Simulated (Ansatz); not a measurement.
# Molecular dynamics of InAg3P2O8

Input:

```yaml
accuracy: low
crystal:
  lattice:
    - [4.464498, -2.833023, 0.0]
    - [4.464498, 2.833023, 0.0]
    - [-0.550602, 0.0, 7.511663]
  atoms:
    - { symbol: In, position: [0.03112536, -0.00536238, 0.03476603] }
    - { symbol: Ag, position: [0.2860651, 0.37058866, 0.33994442] }
    - { symbol: Ag, position: [0.76523872, 0.63200937, 0.72811891] }
    - { symbol: Ag, position: [0.11967053, -0.0305227, 0.45981045] }
    - { symbol: P, position: [0.72554274, 0.6379542, 0.25529377] }
    - { symbol: P, position: [0.3640561, 0.35990858, 0.82807384] }
    - { symbol: O, position: [0.30747736, 0.25121866, 0.63857561] }
    - { symbol: O, position: [0.83986092, 0.73863751, 0.08781879] }
    - { symbol: O, position: [0.28723873, 0.67659821, 0.8521575] }
    - { symbol: O, position: [0.39679959, 0.83315324, 0.22317382] }
    - { symbol: O, position: [0.23357091, 0.26089726, 0.98369479] }
    - { symbol: O, position: [0.69780554, 0.22729221, 0.85142617] }
    - { symbol: O, position: [0.75571895, 0.34039052, 0.23710668] }
    - { symbol: O, position: [0.86662748, 0.66757102, 0.44659063] }
basis:
  ecutwfc: 420.0
kpoints:
  mp_grid: { grid: [2, 2, 1] }
hamiltonian:
  xc: pbesol
scf:
  occupations: { method: fermi_dirac, width: 0.05 }
  lower_state_search: "off"
md:
  timestep: 1
  n_steps: 220
  ensemble: nve
  temperature: 1950.0
  initial_velocities: maxwell_boltzmann
  seed: 371187
```

Launched with:

```bash
$ ansatz run input.yaml --threads 1 --pin off --max-ram 3072MiB --backend cpu --events-out ev --progress --plain --runs-dir out
```

It goes on from the last frame of an earlier run, with new velocities.

Output, in part (step lines):

```
md step     0: t =     0.00 fs  T =  1950.0 K  F+E_penalty+E_count = -34057.24217447 eV  E_kin = 3.276741 eV  conserved = -34053.96543349 eV  (10 SCF iters)
md step     1: t =     1.00 fs  T =  1910.7 K  F+E_penalty+E_count = -34057.17588398 eV  E_kin = 3.210748 eV  conserved = -34053.96513575 eV  (9 SCF iters)
md step     2: t =     2.00 fs  T =  1863.4 K  F+E_penalty+E_count = -34057.09609025 eV  E_kin = 3.131146 eV  conserved = -34053.96494454 eV  (9 SCF iters)
md step     3: t =     3.00 fs  T =  1809.7 K  F+E_penalty+E_count = -34057.00573979 eV  E_kin = 3.040919 eV  conserved = -34053.96482038 eV  (9 SCF iters)
md step     4: t =     4.00 fs  T =  1750.9 K  F+E_penalty+E_count = -34056.90697482 eV  E_kin = 2.942260 eV  conserved = -34053.96471479 eV  (9 SCF iters)
md step     5: t =     5.00 fs  T =  1688.4 K  F+E_penalty+E_count = -34056.80179560 eV  E_kin = 2.837205 eV  conserved = -34053.96459055 eV  (5 SCF iters)
md step     6: t =     6.00 fs  T =  1623.5 K  F+E_penalty+E_count = -34056.69257931 eV  E_kin = 2.728150 eV  conserved = -34053.96442912 eV  (4 SCF iters)
md step     7: t =     7.00 fs  T =  1558.0 K  F+E_penalty+E_count = -34056.58233285 eV  E_kin = 2.618105 eV  conserved = -34053.96422783 eV  (4 SCF iters)
[... lines left out ...]
md step   219: t =   219.00 fs  T =  1448.8 K  F+E_penalty+E_count = -34056.39728991 eV  E_kin = 2.434552 eV  conserved = -34053.96273767 eV  (4 SCF iters)
md step   220: t =   220.00 fs  T =  1491.0 K  F+E_penalty+E_count = -34056.46852836 eV  E_kin = 2.505386 eV  conserved = -34053.96314191 eV  (8 SCF iters)
```

The steps, from the saved trajectory:

```csv
time (fs),T (K),potential energy less start (eV),conserved less start (meV/atom)
0.0,1950,0.000,0.00
7.0,1558,0.660,0.09
14.0,1295,1.103,0.18
21.0,1516,0.729,0.01
28.0,1540,0.691,0.11
35.0,1672,0.466,-0.12
42.0,1393,0.937,0.11
49.0,1394,0.935,0.13
56.0,1664,0.478,-0.15
63.0,1134,1.375,0.30
70.0,1241,1.191,-0.09
77.0,1048,1.517,0.12
84.0,957,1.670,0.09
91.0,1089,1.447,-0.01
98.0,829,1.887,0.27
105.0,1358,0.993,-0.15
112.0,1468,0.809,0.01
119.0,1181,1.295,0.15
126.0,1353,1.003,0.04
133.0,1376,0.966,0.04
140.0,1774,0.293,-0.15
147.0,1817,0.223,0.00
154.0,1304,1.087,0.17
161.0,1317,1.065,0.05
168.0,1200,1.262,0.13
175.0,1520,0.720,-0.16
182.0,1495,0.766,0.08
189.0,1513,0.734,0.03
196.0,1502,0.753,0.04
203.0,1358,0.996,0.09
210.0,1529,0.706,-0.09
217.0,1431,0.875,0.15
```

The run went to its last step. The conserved energy stayed within 0.39 meV per atom of its start (net change 0.16 meV per atom), so the integration is sound. A run of 0.22 ps of so small a system gives no equilibrium averages. Limits of this set-up: coarse k mesh, low accuracy level.

Mean squared displacements from the first frame to the last, about the centre of mass: In 0.14 Å², Ag 0.25 Å², P 0.08 Å², O 0.24 Å².

Last frame:

```xyz
14
Lattice="4.4645 -2.8330 0.0000 4.4645 2.8330 0.0000 -0.5506 0.0000 7.5117" Properties=species:S:1:pos:R:3
In 0.181 -0.409 0.066
Ag 3.196 0.369 2.871
Ag 5.519 0.085 5.393
Ag 0.207 -0.577 3.743
P 5.895 -0.223 1.630
P 2.554 -0.140 6.159
O 2.025 0.134 4.732
O 6.956 -0.288 0.669
O 3.708 0.837 6.102
O 4.774 0.946 1.475
O 1.505 -0.066 7.170
O 3.037 -1.699 6.149
O 5.017 -1.450 1.564
O 6.616 -0.094 3.099
```

Run time: 9.2 min on 1 thread of Arm Neoverse V2, on a shared host, peak memory 0.5 GiB.
